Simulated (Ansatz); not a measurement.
**C₃H₈GaS radical: shape, modes and thermochemistry**

The task is to find a stationary geometry of C₃H₈GaS radical, then compute its harmonic vibrations to see whether it is a minimum and to get the zero-point energy and entropy, and look at its orbitals and charge.

Computed with Ansatz 0.2.0, Gaussian basis. Level: UKS PBE0-D4/def2-TZVP.

Plan: relaxation at PBE0-D4/def2-TZVP; harmonic vibrations at the same level; a single point in def2-TZVPP for the fields.

## (1) The system as given

SMILES `C[CH](C)[Ga][SH]`, 13 atoms, charge 0, spin multiplicity 2.

Atoms are counted from 1 here; the program's logs count them from 0.

Bond lengths: C1–C2 1.514 Å, C1–H6 1.092 Å, C1–H7 1.092 Å, C1–H8 1.093 Å, C2–C3 1.513 Å, C2–Ga4 2.264 Å, C2–H9 1.094 Å, C3–H10 1.093 Å, C3–H11 1.092 Å, C3–H12 1.092 Å, Ga4–S5 2.352 Å, S5–H13 1.328 Å. Angles: C2–C1–H6 110.9°, C2–C1–H7 110.4°, C2–C1–H8 110.9°, H6–C1–H7 108.6°, H6–C1–H8 108.1°, H7–C1–H8 107.8°, C1–C2–C3 113.4°, C1–C2–Ga4 105.4°, C1–C2–H9 111.4°, C3–C2–Ga4 104.5°, C3–C2–H9 111.4°, Ga4–C2–H9 110.3°, C2–C3–H10 110.9°, C2–C3–H11 110.9°, C2–C3–H12 110.5°, H10–C3–H11 108.1°, H10–C3–H12 107.8°, H11–C3–H12 108.5° and more.

As a file:

```xyz
13
C3H8GaS
C    -0.4600   -0.5086    1.3720
C     0.0546   -0.8786   -0.0030
C     1.4096   -0.2830   -0.3184
Ga   -1.3585    0.1185   -1.4640
S    -1.0979    2.4500   -1.2927
H    -1.4484   -0.9389    1.5470
H    -0.5289    0.5766    1.4740
H     0.2130   -0.8756    2.1513
H     0.0510   -1.9626   -0.1515
H     2.1675   -0.6452    0.3816
H     1.7263   -0.5493   -1.3294
H     1.3758    0.8056   -0.2408
H    -2.1041    2.6910   -2.1260
```

The start is a GFN2-xTB geometry.

## (2) Optimising with PBE0-D4/def2-TZVP

in.yaml reads:

```yaml
crystal:
  periodic: [false, false, false]
  atoms:
    - {symbol: C, position_ang: [-0.459950, -0.508580, 1.371970]}
    - {symbol: C, position_ang: [0.054550, -0.878570, -0.003020]}
    - {symbol: C, position_ang: [1.409620, -0.282970, -0.318370]}
    - {symbol: Ga, position_ang: [-1.358530, 0.118470, -1.464000]}
    - {symbol: S, position_ang: [-1.097940, 2.450000, -1.292670]}
    - {symbol: H, position_ang: [-1.448360, -0.938910, 1.546950]}
    - {symbol: H, position_ang: [-0.528930, 0.576590, 1.474000]}
    - {symbol: H, position_ang: [0.213040, -0.875590, 2.151320]}
    - {symbol: H, position_ang: [0.051040, -1.962560, -0.151520]}
    - {symbol: H, position_ang: [2.167480, -0.645150, 0.381550]}
    - {symbol: H, position_ang: [1.726340, -0.549310, -1.329420]}
    - {symbol: H, position_ang: [1.375760, 0.805610, -0.240770]}
    - {symbol: H, position_ang: [-2.104110, 2.690970, -2.126010]}
basis:
  gaussian: {orbitals: def2-TZVP}
magnetization: {spin_polarized: true, initial_magnetization: 1}
hamiltonian: {xc: pbe0, dispersion: d4}
relax: {f_tol: 0.005, max_steps: 150}
```

Command:

```bash
$ ansatz run in.yaml --threads 2 --pin off --events-out ev --progress --plain --max-ram 22528MiB --backend cuda --devices 0, --max-vram 18GiB
```

Further steps of the session: Vibrations by finite differences; Orbitals, density and potential.

**Question.** What will the summary of the whole plan be? Wanted: point group; shift from the start; total energy; dispersion term; dipole moment; lowest, highest wavenumber; zero-point energy; HOMO, LUMO.

**Answer**, as computed:

| quantity | value |
| --- | --- |
| point group | Cs |
| steps | 15 |
| shift from the start (rms) | 0.119 Å |
| total energy | -66442.3440 eV |
| dispersion term | -268 meV |
| dipole moment | 1.76 D |
| lowest, highest wavenumber | 19, 3115 cm⁻¹ |
| zero-point energy | 266.9 kJ/mol |
| entropy at 298.15 K | 395.5 J/(mol K) |
| HOMO, LUMO (alpha spin) | -5.47, -1.28 eV |

In words: The relaxed geometry lies 0.12 Å (rms) from the start; the bond that changed most is C2–Ga4, from 2.264 to 2.036 Å. No mode is imaginary: a true minimum at this level. The stiffest mode, 3115 cm⁻¹, is a C–H stretch, and 3 modes under 200 cm⁻¹ make the vibrational entropy uncertain. Harmonic hybrid wavenumbers usually lie a few per cent above measured fundamentals. The largest Mulliken charge, -0.39 e, sits on C1. The alpha HOMO lies mostly on Ga4 58 %; C2 15 % and the LUMO on Ga4 67 %; S5 10 %. The unpaired spin sits mainly on Ga4 62 %; C2 17 %.
